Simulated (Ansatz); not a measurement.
# NbH2: the cost of one run

Method: DFT PBE, scalar-relativistic, plane waves, PAW, in Ansatz 0.2.0.

### Step 1. Starting point

The structure is tetragonal, space group P4mm (No. 99). The conventional cell has a = 3.227 Å, b = 3.227 Å, c = 16.000 Å, α = 90.00°, β = 90.00°, γ = 90.00°. Nb (site symmetry 4mm) is surrounded by 4 H at 1.98 Å. H (site symmetry 2mm) has 2 Nb at 1.98 Å as nearest neighbours.

Coordinates:

```cif
data_structure
_symmetry_space_group_name_H-M 'P 1'
_symmetry_Int_Tables_number 1
_cell_length_a 3.2265
_cell_length_b 3.2265
_cell_length_c 16.0000
_cell_angle_alpha 90.000
_cell_angle_beta 90.000
_cell_angle_gamma 90.000
_cell_volume 166.57
loop_
_atom_site_label
_atom_site_type_symbol
_atom_site_fract_x
_atom_site_fract_y
_atom_site_fract_z
_atom_site_occupancy
Nb1 Nb 0.50000 0.50000 0.53565 1
H1 H 0.00000 0.50000 0.46435 1
H2 H 0.50000 0.00000 0.46435 1
```

A structure generator made this guess: thin slice cut from a crystal along (001). The dimensions are guesses.

It is a sheet, periodic along a and b, with vacuum along c; volumes and pressures of the box carry no meaning, and space groups named for it are those of the box.

### Step 2. A first look at the guess

Input file input.yaml:

```yaml
crystal:
  lattice:
    - [3.226528, 0.0, 0.0]
    - [0.0, 3.226528, 0.0]
    - [0.0, 0.0, 16.0]
  atoms:
    - { symbol: Nb, position: [0.5, 0.5, 0.53564844] }
    - { symbol: H, position: [0.0, 0.5, 0.46435156] }
    - { symbol: H, position: [0.5, 0.0, 0.46435156] }
  periodic: [true, true, false]
basis:
  ecutwfc: 420
kpoints:
  mp_grid: { grid: [6, 6, 1] }
hamiltonian:
  xc: pbe
scf:
  occupations: { method: gaussian, width: 0.1 }
  lower_state_search: "off"
output:
  forces: true
  stress: true
  eigenvalues: true
```

The run is started by

```console
$ ansatz run input.yaml --threads 1 --pin off --max-ram 2048MiB --backend cpu --events-out ev --progress --plain --runs-dir out
```

**Question.** How long does this run take on 1 thread of Intel Xeon 6975P-C (Granite Rapids), shared host, and how much memory does it need?

About 2.2 s, with a peak of 0.41 GiB.
